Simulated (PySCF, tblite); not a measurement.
# C₆H₁₄AlNO₂: geometry, infrared bands, NMR shifts and electronic excitations

Wanted: the infrared bands, NMR shifts and electronic excitations of C₆H₁₄AlNO₂ (`C[N+]1(C)[AlH2-][CH2]C[C@@H]1OC=O`), by calculation.

The runs use tblite 0.8.0 and PySCF 2.14.0, with density-fitted response routines of our own; the level of theory stands in each step. All values are computed, except where a source is named. Atoms count from 0, in the outputs and in this text.

## 1. The starting structure

24 atoms, charge 0, multiplicity 1; geometry from: force field or distance geometry start.

Bonds of the start (Å): C0–N1 1.46, N1–C2 1.44, N1–Al3 1.93, Al3–C4 2.00, C4–C5 1.49, C5–C6 1.48, C6–O7 1.43, O7–C8 1.40, C8–O9 1.27, C6–N1 1.41, C0–H10 1.11, C0–H11 1.10, C0–H12 1.10, C2–H13 1.11, C2–H14 1.13, C2–H15 1.10, Al3–H16 1.60, Al3–H17 1.58, C4–H18 1.12, C4–H19 1.10, C5–H20 1.12, C5–H21 1.12, C6–H22 1.08, C8–H23 1.09.

## 2. Geometry optimisation with GFN2-xTB

Job settings and geometry (Å):

```
{"job": {"kind": "relax", "xc": "GFN2-xTB", "basis": "xTB"}, "charge": 0, "multiplicity": 1}
C      1.448000    -0.432400     1.102900
N      0.746600    -0.047800    -0.115600
C      1.353700    -0.626300    -1.285600
Al     0.788600     1.880200    -0.198600
C     -1.038500     2.063300     0.598100
C     -1.407300     0.627300     0.773000
C     -0.643500    -0.270000    -0.119400
O     -0.861500    -1.609900     0.345300
C     -1.490800    -2.557500    -0.479100
O     -1.895100    -2.268100    -1.645800
H      0.964400    -0.005300     2.010300
H      2.448100     0.025600     1.025100
H      1.599200    -1.520600     1.160800
H      1.964900    -1.532000    -1.063700
H      0.505100    -0.901300    -1.974900
H      1.952600     0.152200    -1.789800
H      1.917400     2.489600     0.755600
H      0.848300     2.386000    -1.691800
H     -0.905700     2.504900     1.614400
H     -1.728000     2.633800    -0.041200
H     -2.477100     0.547900     0.461300
H     -1.382300     0.274700     1.831800
H     -1.042800    -0.214700    -1.120700
H     -1.676300    -3.579800    -0.144900
```

The run is started by

```console
$ OMP_NUM_THREADS=1 python probes_run.py task.json out
```

This one command runs all jobs of the session in turn.

**Question.** This job is followed by: GFN2-xTB harmonic vibrations, gas phase; PBE0-D3(BJ)/def2-SVP geometry optimisation, gas phase; GIAO PBE0/pcSseg-1 NMR shielding, non-relativistic, gas phase; TDDFT CAM-B3LYP/def2-SVPD, vertical, gas phase, core orbitals frozen in the response; GIAO HF/pcSseg-1 NMR shielding, non-relativistic, gas phase. Predict these results of the whole session: strongest single infrared mode (GFN2-xTB); zero-point energy (GFN2-xTB); point group; rotational constants (main isotopes); ¹³C shifts against TMS (PBE0/pcSseg-1); ¹H shifts against TMS (PBE0/pcSseg-1, means over atoms taken as alike); ¹⁵N shifts against NH3 (PBE0/pcSseg-1); ²⁷Al shifts against AlH4- (PBE0/pcSseg-1); ¹⁷O shifts against H2O (PBE0/pcSseg-1); lowest singlet (CAM-B3LYP/def2-SVPD); brightest single state of those computed; lowest triplet; vertical ionisation energy (ΔSCF); range of the shift of O7.

As calculated:

| quantity | value |
| --- | --- |
| strongest single infrared mode (GFN2-xTB) | 668 cm⁻¹, 537 km/mol |
| zero-point energy (GFN2-xTB) | 118.9 kcal/mol |
| point group | C1 |
| rotational constants (main isotopes) | 1.74, 0.85, 0.75 GHz |
| ¹³C shifts against TMS (PBE0/pcSseg-1) | 163.5, 86.0, 45.4, 37.0, 30.6, -4.7 ppm |
| ¹H shifts against TMS (PBE0/pcSseg-1, means over atoms taken as alike) | 7.94, 5.64, 4.21, 4.16, 2.43, 2.29, 1.98, 1.92, 0.21, 0.16 ppm |
| ¹⁵N shifts against NH3 (PBE0/pcSseg-1) | 61.4 ppm |
| ²⁷Al shifts against AlH4- (PBE0/pcSseg-1) | 101.6 ppm |
| ¹⁷O shifts against H2O (PBE0/pcSseg-1) | 441.3, 230.0 ppm |
| lowest singlet (CAM-B3LYP/def2-SVPD) | 5.87 eV (211 nm), f = 0.001 |
| brightest single state of those computed | state 6, 7.33 eV, f = 0.094 |
| lowest triplet | 5.32 eV |
| vertical ionisation energy (ΔSCF) | 9.09 eV |
| range of the shift of O7 | 182.6 to 230.0 ppm |

Over 117 steps the energy fell by 1.473 eV; of the close pairs, N1–Al3 changed most, 1.930 to 2.072 Å (GFN2-xTB). All 66 modes are real, so the xTB geometry is a minimum. The strongest single mode, at 668 cm⁻¹, is carried by H17, H16, Al3. Unscaled tight-binding wavenumbers are off by several per cent, some by more. Its intensities can rank the bands wrongly. Over 14 steps the energy fell by 0.270 eV; of the close pairs, Al3–H16 changed most, 1.530 to 1.605 Å (PBE0/def2-SVP). No frequency check was run at this level, so the end point may be a saddle. C8 (ester carbonyl carbon) lies farthest downfield among carbon, at 163.5 ppm; it is a carbonyl in resonance with an O or N lone pair, the region of acids, esters and amides. At PBE0/pcSseg-1: The widest tensor belongs to O9: span 699 ppm, with a paramagnetic part of -510 ppm. The lowest singlet, at 5.87 eV, is HOMO−3→LUMO 0.86 and is weak; of the 10 states computed, the strongest absorption comes from state 6 at 7.33 eV. The lowest triplet lies 0.56 eV below the lowest singlet (triplets in Tamm-Dancoff, singlets in full TDDFT). ΔSCF puts the ionisation energy at 9.09 eV, 0.67 eV above −ε(HOMO). Across the 2 runs the shift of O7 moves most, between 182.6 (HF/pcSseg-1) and 230.0 ppm (PBE0/pcSseg-1).
